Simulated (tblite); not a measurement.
# C6H10OSi2: the cost of one run

Programs: tblite 0.8.0 and PySCF 2.14.0, with density-fitted response routines of our own. Each step states its level of theory. These are calculated values for one molecule, in the gas phase or a continuum, unless marked as measured. Atoms count from 0, in the outputs and in this text.

**1. Starting geometry**

19 atoms, charge 0, multiplicity 1; geometry from: force field or distance geometry start.

Bonds of the start (Å): C0–C1 1.36, C1–O2 1.34, O2–C3 1.40, C3–Si4 1.85, Si4–C5 1.90, C5–Si6 1.90, Si6–C7 1.91, C3–C8 1.39, C8–C0 1.42, C7–Si4 1.90, C0–H9 1.07, C1–H10 1.09, Si4–H11 1.49, C5–H12 1.08, C5–H13 1.10, Si6–H14 1.49, Si6–H15 1.48, C7–H16 1.09, C7–H17 1.09, C8–H18 1.08.

**2. Relaxing the molecule with GFN2-xTB**

What the job is given:

```
{"job": {"kind": "relax", "xc": "GFN2-xTB", "basis": "xTB"}, "charge": 0, "multiplicity": 1}
C      3.397600     0.118200    -0.583200
C      2.972500    -0.649700     0.461800
O      1.637200    -0.619100     0.593600
C      1.133500     0.207900    -0.411600
Si    -0.696000     0.444400    -0.484700
C     -1.706900    -1.169300    -0.450600
Si    -2.934600    -0.188900     0.609500
C     -1.493800     0.923900     1.170900
C      2.217600     0.666900    -1.144100
H      4.405000     0.270800    -0.900600
H      3.489800    -1.267900     1.196800
H     -1.101000     1.343200    -1.604100
H     -2.083600    -1.506500    -1.404000
H     -1.204700    -1.984400     0.083200
H     -3.542100    -0.974800     1.714000
H     -3.944200     0.536500    -0.189200
H     -1.740500     1.980200     1.284300
H     -0.965600     0.539700     2.041600
H      2.149700     1.338100    -1.991100
```

Run with:

```console
$ OMP_NUM_THREADS=1 python probes_run.py task.json out
```

One launch serves the whole session: the jobs run in the order shown.

Q: Estimate the wall time and peak memory of this first job on 1 thread of Arm Neoverse N1, shared host.

About 1.4 s, with a peak of 0.18 GiB.
